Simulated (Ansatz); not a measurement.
# CeH6N3 (Ce(NH2)3): the cost of one run

Method: DFT PBE, plane waves, PAW, molecule in a box with 9 Å of vacuum; program: Ansatz 0.2.0.

6 further runs of the same task are left out: 2 for a known fault of the program, 4 that didn't finish.

### 1 Where the work starts

10 atoms, charge 0, spin multiplicity 1.

Bond lengths: Ce1–N2 2.280 Å, Ce1–N5 2.281 Å, Ce1–N8 2.280 Å, N2–H3 1.022 Å, N2–H4 1.022 Å, N5–H6 1.022 Å, N5–H7 1.022 Å, N8–H9 1.022 Å, N8–H10 1.022 Å. Angles: N2–Ce1–N5 119.4°, N2–Ce1–N8 119.4°, N5–Ce1–N8 120.1°, Ce1–N2–H3 127.7°, Ce1–N2–H4 127.2°, H3–N2–H4 105.0°, Ce1–N5–H6 128.4°, Ce1–N5–H7 126.5°, H6–N5–H7 105.0°, Ce1–N8–H9 127.0°, Ce1–N8–H10 127.9°, H9–N8–H10 105.1°.

As a file:

```mol
CeH6N3
  3D, bonds by distance, orders not assigned

 10  9  0  0  0  0  0  0  0  0999 V2000
   -0.0080   -0.0190   -0.1638 Ce  0  0
    2.2670   -0.0045   -0.0101 N   0  0
    2.8884   -0.8022    0.1395 H   0  0
    2.8838    0.8098   -0.0425 H   0  0
   -1.1362    1.9615   -0.2430 N   0  0
   -2.1450    2.1189   -0.2074 H   0  0
   -0.7225    2.8956   -0.2640 H   0  0
   -1.1398   -1.9663    0.1903 N   0  0
   -0.7369   -2.8912    0.3531 H   0  0
   -2.1509   -2.1026    0.2479 H   0  0
  1  2  8  0
  1  5  8  0
  1  8  8  0
  2  3  8  0
  2  4  8  0
  5  6  8  0
  5  7  8  0
  8  9  8  0
  8 10  8  0
M  END
```

Formal oxidation states: Ce +3. Each metal's 1 4f electrons lie in its core potential, so multiplicities, spins and levels count the valence alone. In the runs below they are in the valence, and the state is a doublet. An earlier session relaxed this geometry at PBE0, Ce lcecp-1-SVP with ECP47, N def2-SVP, H def2-SVP (singlet, point group Cs).

### 2 Scalar-relativistic

Input file input.yaml:

```yaml
crystal:
  lattice:
    - [14.04, 0.0, 0.0]
    - [0.0, 14.79, 0.0]
    - [0.0, 0.0, 9.62]
  atoms:
    - { symbol: Ce, position: [0.4731396, 0.49845571, 0.47818919], spin: 1.0 }
    - { symbol: "N", position: [0.63517806, 0.49944016, 0.49415904] }
    - { symbol: H, position: [0.67943803, 0.44550372, 0.50971726] }
    - { symbol: H, position: [0.6791104, 0.55449696, 0.49079626] }
    - { symbol: "N", position: [0.3927849, 0.63236646, 0.46995322] }
    - { symbol: H, position: [0.32092806, 0.64300879, 0.47365281] }
    - { symbol: H, position: [0.42224644, 0.69552062, 0.46777547] }
    - { symbol: "N", position: [0.3925235, 0.36679446, 0.5149896] }
    - { symbol: H, position: [0.42122507, 0.30425963, 0.5319158] }
    - { symbol: H, position: [0.32051282, 0.35757742, 0.52098025] }
basis:
  ecutwfc: 420
  ecutrho_ratio: 4
kpoints:
  mp_grid: { grid: [1, 1, 1] }
hamiltonian:
  xc: pbe
scf:
  occupations: { method: gaussian, width: 0.01 }
output:
  forces: true
  eigenvalues: true
  populations: true
  hubbard: { sites: [{ species: Ce, l: f }] }
magnetization:
  spin_polarized: true
```

Launch:

```sh
$ ansatz run input.yaml --threads 2 --pin off --max-ram 5120MiB --backend cpu --events-out ev --progress --plain --runs-dir out
```

Q: Estimate wall time and peak memory on 2 threads of Arm Neoverse V1, shared host.

About 2.3 min, with a peak of 1.4 GiB.
